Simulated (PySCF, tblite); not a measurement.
# C₈H₁₆BN: excited states

Aim: compute the excited states of C₈H₁₆BN (`CB(C)/C=C/C=C/N(C)C`).

Programs: tblite 0.8.0 and PySCF 2.14.0, with routines of our own; each step states its level. All values are computed. Atoms count from 0.

## 1. The system as given

26 atoms, charge 0, multiplicity 1; geometry from: force field or distance geometry start.

## 2. Relaxing the molecule with GFN2-xTB

Job settings and geometry (Å):

```
{"job": {"kind": "relax", "xc": "GFN2-xTB", "basis": "xTB"}, "charge": 0, "multiplicity": 1}
C      3.705200     0.850100     0.389900
B      3.052100    -0.020800    -0.799600
C      3.699600    -1.475900    -0.974900
C      1.537300     0.135200    -1.174000
C      0.677700     0.058100    -0.179800
C     -0.772500     0.177600    -0.337600
C     -1.530700     0.097200     0.715900
N     -2.943500     0.208000     0.632700
C     -3.711500    -0.831100     1.339400
C     -3.616200     1.262400    -0.112500
H      4.187400     1.718700    -0.112000
H      4.409000     0.294000     1.001300
H      2.827400     1.219400     1.001500
H      4.672000    -1.436400    -1.531500
H      3.017400    -2.046700    -1.636000
H      3.878000    -1.982700    -0.002700
H      1.210200     0.285400    -2.179600
H      1.040400    -0.103400     0.835600
H     -1.244000     0.338500    -1.288800
H     -1.113400    -0.062900     1.730200
H     -4.717100    -0.867300     0.901100
H     -3.163200    -1.787400     1.145000
H     -3.711400    -0.588300     2.443000
H     -4.399900     0.806600    -0.734400
H     -4.112800     1.905500     0.657000
H     -2.898400     1.869100    -0.685800
```

Run with:

```console
$ OMP_NUM_THREADS=1 python excited_run.py task.json out
```

One launch serves the whole session: the jobs run in the order shown.

What it wrote:

```text
step      E/eV     max force
  0    -798.45703    3.397
  1    -798.76652    2.227
  2    -798.93617    0.738
  3    -799.02494    0.553
  4    -799.05169    0.445
  5    -799.08380    0.328
  6    -799.10495    0.284
  7    -799.12479    0.356
  8    -799.14235    0.293
  9    -799.15777    0.248
 10    -799.17174    0.283
 11    -799.18753    0.326
 12    -799.20748    0.382
 13    -799.23176    0.325
 14    -799.25637    0.348
 15    -799.27854    0.293
 16    -799.29905    0.306
 17    -799.31716    0.281
 18    -799.33125    0.216
 19    -799.34244    0.225
 20    -799.35325    0.251
 21    -799.36509    0.232
 22    -799.37661    0.252
 23    -799.38649    0.202
 24    -799.39588    0.250
 25    -799.40589    0.228
 26    -799.41423    0.195
 27    -799.41948    0.119
 28    -799.42309    0.140
 29    -799.42714    0.161
 30    -799.43217    0.159
 31    -799.43669    0.146
 32    -799.43971    0.114
 33    -799.44199    0.108
 34    -799.44439    0.211
 35    -799.44706    0.133
 36    -799.44978    0.089
 37    -799.45121    0.096
 38    -799.45280    0.086
 39    -799.45475    0.094
 40    -799.45652    0.080
 41    -799.45795    0.090
 42    -799.45950    0.097
 43    -799.46188    0.123
 44    -799.46530    0.140
 45    -799.46920    0.141
 46    -799.47275    0.117
 47    -799.47603    0.112
 48    -799.47974    0.129
 49    -799.48444    0.152
 50    -799.48973    0.166
 51    -799.49533    0.175
 52    -799.50175    0.187
 53    -799.50940    0.190
 54    -799.51790    0.188
 55    -799.52642    0.254
 56    -799.52957    0.347
 57    -799.53750    0.210
 58    -799.54214    0.181
 59    -799.54651    0.112
 60    -799.54879    0.138
 61    -799.55186    0.141
 62    -799.55659    0.178
 63    -799.56001    0.175
 64    -799.56334    0.136
 65    -799.56806    0.225
 66    -799.57406    0.240
 67    -799.58444    0.157
 68    -799.58937    0.142
 69    -799.59329    0.153
 70    -799.59712    0.151
 71    -799.60188    0.129
 72    -799.60541    0.169
 73    -799.60790    0.114
 74    -799.61100    0.096
 75    -799.61374    0.121
 76    -799.61500    0.128
 77    -799.61713    0.077
 78    -799.61880    0.085
 79    -799.62117    0.114
 80    -799.62376    0.102
 81    -799.62676    0.105
 82    -799.62996    0.130
 83    -799.63363    0.113
 84    -799.63648    0.112
 85    -799.63917    0.101
 86    -799.64159    0.127
 87    -799.64394    0.110
 88    -799.64645    0.104
 89    -799.64898    0.106
 90    -799.65100    0.094
 91    -799.65257    0.085
 92    -799.65389    0.079
 93    -799.65570    0.067
 94    -799.65734    0.080
 95    -799.65917    0.097
 96    -799.66111    0.101
 97    -799.66339    0.104
 98    -799.66588    0.088
 99    -799.66834    0.091
100    -799.67057    0.108
101    -799.67260    0.104
102    -799.67521    0.108
103    -799.67902    0.105
104    -799.68298    0.118
105    -799.68801    0.135
106    -799.69284    0.135
107    -799.69723    0.181
108    -799.70050    0.167
109    -799.70452    0.163
110    -799.70841    0.123
111    -799.71220    0.125
112    -799.71554    0.156
113    -799.71862    0.108
114    -799.72184    0.132
115    -799.72528    0.122
116    -799.72816    0.115
117    -799.73078    0.097
118    -799.73235    0.119
119    -799.73378    0.104
120    -799.73514    0.115
121    -799.73655    0.090
122    -799.73727    0.067
123    -799.73784    0.048
124    -799.73862    0.046
125    -799.73934    0.053
126    -799.73983    0.042
127    -799.74026    0.045
128    -799.74079    0.058
129    -799.74146    0.068
130    -799.74210    0.063
131    -799.74266    0.054
132    -799.74322    0.043
133    -799.74394    0.056
134    -799.74479    0.059
135    -799.74563    0.061
136    -799.74634    0.063
137    -799.74699    0.055
138    -799.74756    0.061
139    -799.74807    0.046
140    -799.74846    0.059
141    -799.74881    0.050
142    -799.74920    0.048
143    -799.74967    0.048
144    -799.75016    0.041
145    -799.75069    0.042
146    -799.75124    0.065
147    -799.75187    0.052
148    -799.75251    0.054
149    -799.75323    0.047
150    -799.75379    0.049
151    -799.75435    0.047
152    -799.75491    0.052
153    -799.75541    0.041
154    -799.75561    0.063
155    -799.75608    0.057
156    -799.75639    0.029
157    -799.75680    0.045
158    -799.75707    0.036
159    -799.75737    0.035
160    -799.75772    0.038
161    -799.75813    0.031
162    -799.75844    0.032
163    -799.75867    0.035
164    -799.75888    0.037
165    -799.75910    0.033
166    -799.75930    0.030
167    -799.75946    0.036
168    -799.75959    0.033
169    -799.75974    0.020
170    -799.75986    0.019
171    -799.75993    0.016
172    -799.75998    0.012
173    -799.76003    0.014
174    -799.76008    0.015
175    -799.76013    0.013
176    -799.76018    0.013
177    -799.76021    0.011
178    -799.76025    0.016
179    -799.76029    0.018
180    -799.76033    0.017
181    -799.76036    0.012
182    -799.76039    0.011
183    -799.76041    0.012
184    -799.76045    0.013
185    -799.76050    0.016
186    -799.76056    0.019
187    -799.76064    0.019
188    -799.76073    0.022
189    -799.76084    0.021
190    -799.76095    0.024
191    -799.76104    0.019
192    -799.76113    0.019
193    -799.76121    0.020
194    -799.76127    0.016
195    -799.76132    0.013
196    -799.76136    0.011
197    -799.76140    0.013
198    -799.76143    0.012
199    -799.76146    0.011
200    -799.76147    0.010
201    -799.76149    0.008
```

It took 1.5 s on 1 thread of Intel Xeon 6975P-C, shared host; peak memory 0.18 GiB.

The steps of the relaxation: (not every step is listed)

```csv
step,energy from step 0 (eV),largest force (eV/Å)
0,0.0000,3.3972
1,-0.3095,2.2270
2,-0.4791,0.7378
3,-0.5679,0.5528
4,-0.5947,0.4449
5,-0.6268,0.3283
6,-0.6479,0.2844
7,-0.6678,0.3561
8,-0.6853,0.2926
26,-0.9572,0.1945
44,-1.0083,0.1397
62,-1.0996,0.1776
80,-1.1667,0.1021
98,-1.2088,0.0881
116,-1.2711,0.1153
134,-1.2878,0.0595
152,-1.2979,0.0523
170,-1.3028,0.0188
188,-1.3037,0.0217
196,-1.3043,0.0115
197,-1.3044,0.0128
198,-1.3044,0.0121
199,-1.3044,0.0114
200,-1.3044,0.0099
201,-1.3045,0.0078
```

Distances of close pairs at the start and the end, largest changes first:

```csv
bond,before (Å),after (Å),change (Å)
C6–N7,1.420,1.360,-0.059
C5–C6,1.300,1.351,+0.050
C0–H12,1.132,1.088,-0.044
C4–C5,1.464,1.426,-0.038
C8–H22,1.130,1.092,-0.038
C3–C4,1.317,1.353,+0.037
B1–C3,1.568,1.533,-0.035
N7–C8,1.473,1.439,-0.033
```

The end geometry stands in the next job.

## 3. Infrared spectrum with GFN2-xTB

Job settings and geometry (Å):

```
{"job": {"kind": "ir", "xc": "GFN2-xTB", "basis": "xTB"}, "charge": 0, "multiplicity": 1}
C      3.693157    -0.273078     0.864629
B      3.066499    -0.283923    -0.592037
C      4.040175    -0.396783    -1.838725
C      1.556640    -0.187008    -0.839650
C      0.601741    -0.002552     0.101642
C     -0.795939     0.096895    -0.162158
C     -1.701745     0.276940     0.823704
N     -3.044039     0.453189     0.692404
C     -3.906651     0.281015     1.831822
C     -3.673584     0.328863    -0.597388
H      3.905572     0.756816     1.155243
H      4.640163    -0.807188     0.914283
H      3.039372    -0.684847     1.630247
H      5.026258     0.025012    -1.654244
H      3.638822     0.065370    -2.738676
H      4.195971    -1.450330    -2.075829
H      1.194922    -0.252762    -1.863425
H      0.894293     0.083293     1.141375
H     -1.103318     0.014543    -1.194213
H     -1.350875     0.335706     1.846512
H     -4.331629    -0.729833     1.870829
H     -3.348899     0.456589     2.749479
H     -4.729677     0.997602     1.783201
H     -3.724684    -0.713757    -0.933980
H     -4.686231     0.725567    -0.538109
H     -3.117360     0.907274    -1.333820
```

What it wrote:

```text
mode    cm-1     km/mol
  1      25.4      0.64
  2      36.8      0.30
  3      57.2      1.90
  4      71.2      0.63
  5      82.5      0.48
  6     101.6     11.69
  7     125.5      0.27
  8     145.4      1.17
  9     183.3      0.28
 10     201.0     14.01
 11     224.4      1.96
 12     243.4      0.25
 13     319.7      0.95
 14     336.5     14.42
 15     362.3      0.23
 16     388.2      4.87
 17     433.0      0.88
 18     486.3      6.55
 19     575.5      9.86
 20     707.7     22.64
 21     742.9      5.61
 22     754.2      0.13
 23     786.2      0.29
 24     858.6     12.40
 25     874.9    117.86
 26     885.9     18.44
 27     904.7     14.81
 28     947.4      7.56
 29    1025.1     23.25
 30    1052.5     16.75
 31    1088.1     15.96
 32    1095.2    314.25
 33    1108.6     39.27
 34    1114.3     22.95
 35    1184.3    132.67
 36    1196.8    140.51
 37    1230.1    225.55
 38    1260.5     41.03
 39    1292.1     41.63
 40    1316.5     18.49
 41    1342.6      5.77
 42    1385.3    150.58
 43    1386.9    174.02
 44    1391.8      1.71
 45    1413.9     12.95
 46    1426.9      1.97
 47    1472.4      6.96
 48    1476.4      4.36
 49    1490.4     27.89
 50    1495.8      6.69
 51    1496.5      3.09
 52    1498.7      0.13
 53    1505.5      1.38
 54    1510.9     10.23
 55    1587.2    863.44
 56    1654.3    573.07
 57    2903.7     56.29
 58    2911.0     80.69
 59    2977.0     65.76
 60    2987.9      3.73
 61    2991.1     70.83
 62    2994.2     59.40
 63    3015.9     12.46
 64    3018.0     25.99
 65    3018.1     40.36
 66    3022.4     75.21
 67    3026.3     70.69
 68    3029.2     26.28
 69    3033.6     16.95
 70    3040.2     42.22
 71    3050.0     53.29
 72    3084.5     85.59
```

Run time: 1 s. Hardware: 1 thread of Intel Xeon 6975P-C, shared host; peak memory 0.18 GiB.

The strongest bands and the atoms that carry them (share of the mass-weighted mode):

```csv
cm⁻¹,km/mol,atoms
1095,314.2,"H25 15 %, B1 14 %"
1184,132.7,"H17 17 %, C5 17 %, H19 12 %, B1 12 %"
1197,140.5,"B1 24 %, H18 24 %, H16 12 %, C4 11 %"
1230,225.6,"B1 39 %, C4 13 %, H18 13 %"
1385,150.6,"N7 22 %, H10 10 %"
1387,174.0,N7 16 %
1587,863.4,"C4 48 %, C3 34 %"
1654,573.1,"C6 51 %, C5 28 %"
```

## 4. Excited states: TDA BHandHLYP/def2-SVP

The job, as its differences from that of step 3:

```diff
@@ -1,2 +1,2 @@
-{"job": {"kind": "ir", "xc": "GFN2-xTB", "basis": "xTB"}, "charge": 0, "multiplicity": 1}
+{"job": {"kind": "states", "xc": "BHandHLYP", "basis": "def2-SVP", "tda": true, "soc": true, "nstates": 6, "ntriplets": 5, "nquad": 4}, "charge": 0, "multiplicity": 1}
 C      3.693157    -0.273078     0.864629
```

With the program's defaults for keys left out, this is: TDA BHandHLYP/def2-SVP excited states, vertical, gas phase, spin-orbit mean-field couplings.

What it wrote:

```text
coarse grid: 20760 points
cycle   1  E = -393.3858826103  dE =  1.398e+00  |g| = 5.241e-01  |ddm| = 5.032e+00
cycle   2  E = -393.3911109286  dE = -5.228e-03  |g| = 5.598e-01  |ddm| = 1.345e+00
cycle   3  E = -393.4770863353  dE = -8.598e-02  |g| = 1.066e-01  |ddm| = 7.718e-01
cycle   4  E = -393.4799464052  dE = -2.860e-03  |g| = 4.916e-02  |ddm| = 1.608e-01
cycle   5  E = -393.4805868342  dE = -6.404e-04  |g| = 5.870e-03  |ddm| = 5.776e-02
cycle   6  E = -393.4805995932  dE = -1.276e-05  |g| = 3.996e-03  |ddm| = 1.184e-02
cycle   7  E = -393.4806047205  dE = -5.127e-06  |g| = 1.205e-03  |ddm| = 6.385e-03
final grid: 197816 points
cycle   8  E = -393.5306670455  dE = -3.491e-05  |g| = 4.089e-03  |ddm| = 3.133e-02
cycle   9  E = -393.5306684275  dE = -1.382e-06  |g| = 3.504e-03  |ddm| = 8.106e-03
cycle  10  E = -393.5306716072  dE = -3.180e-06  |g| = 5.653e-04  |ddm| = 3.912e-03
cycle  11  E = -393.5306716889  dE = -8.172e-08  |g| = 1.926e-04  |ddm| = 7.874e-04
cycle  12  E = -393.5306716993  dE = -1.043e-08  |g| = 3.736e-05  |ddm| = 2.780e-04
cycle  13  E = -393.5306716997  dE = -4.054e-10  |g| = 1.707e-05  |ddm| = 5.364e-05
converged SCF energy = -393.5306716997

Singlet excitations
state   eV       nm        f     d(h-e)  d(exc)  Lambda  PR(NTO)  |dmu|/D   mu/D   main configurations
  1   4.7217   262.6   1.43581   1.514   3.709   0.722   1.091    4.528    9.541   H->L 0.95
  2   6.1733   200.8   0.00105   1.109   3.134   0.435   1.025    3.862    1.854   H-2->L 0.58, H-3->L 0.34
  3   6.2726   197.7   0.00064   1.580   3.318   0.460   1.024    6.085    1.138   H-3->L 0.57, H-2->L 0.30
  4   6.3794   194.4   0.01532   2.313   4.263   0.385   1.018    9.017    4.395   H->L+1 0.76, H->L+2 0.11
  5   6.5743   188.6   0.01549   1.072   3.858   0.516   1.031                     H->L+3 0.36, H->L+2 0.36, H->L+1 0.18
  6   7.0279   176.4   0.13927   0.153   4.044   0.628   1.882                     H-1->L 0.32, H->L+3 0.29, H->L+2 0.28

Triplet excitations (Tamm-Dancoff)
state   eV     d(h-e)  d(exc)  Lambda  PR(NTO)   main configurations
  1   2.5460   0.366   3.187   0.720   1.063   H->L 0.90
  2   4.6314   0.233   2.465   0.654   1.994   H-1->L 0.43, H->L+2 0.24, H->L+3 0.09
  3   5.7304   0.817   3.065   0.472   1.075   H-3->L 0.72, H-2->L 0.15
  4   5.8359   1.592   4.051   0.629   1.996   H-1->L 0.35, H->L+2 0.26, H->L+3 0.10
  5   5.8751   1.322   3.219   0.423   1.070   H-2->L 0.67, H-3->L 0.16
S1 - T1 = 2.1757 eV

Spin-orbit couplings |<S|Hso|T>| (cm-1)
             T1       T2       T3       T4       T5
S0        0.120    0.431    2.265    0.628    1.951
S1        0.020    0.118    1.830    0.246    0.941
S2        1.651    1.457    3.380    0.534    5.582
S3        1.367    1.264    5.427    1.981    2.886
S4        0.789    1.138    0.237    0.799    0.149
S5        0.486    0.261    0.076    0.103    0.051
S6        0.348    0.205    0.876    0.205    0.777
T1 sublevels (cm-1): 0.000 0.000 0.000   radiative rates (1/s): 0.00102 0.0012 0.0141
```

Wall time 76 s (1 thread of Intel Xeon 6975P-C, shared host); peak memory 0.83 GiB.

From this job:

```csv
quantity,value
S1 less T1,2.18 eV
```

## 5. What came out

| quantity | value |
| --- | --- |
| strongest single infrared mode (GFN2-xTB) | 1587 cm⁻¹, 863 km/mol |
| zero-point energy (GFN2-xTB) | 139.3 kcal/mol |
| S1 less T1 (step 4, TDA BHandHLYP/def2-SVP) | 2.18 eV |

**Reading.** No mode is imaginary among the 72: a minimum at this level. The strongest single mode, at 1587 cm⁻¹, moves mainly C4 and C3. Unscaled tight-binding wavenumbers are off by several per cent, some by more. Its intensities can rank the bands wrongly. In step 4, the number of triplets below S1 is 2, and the largest singlet-triplet spin-orbit coupling is S2–T5, 5.58 cm⁻¹.
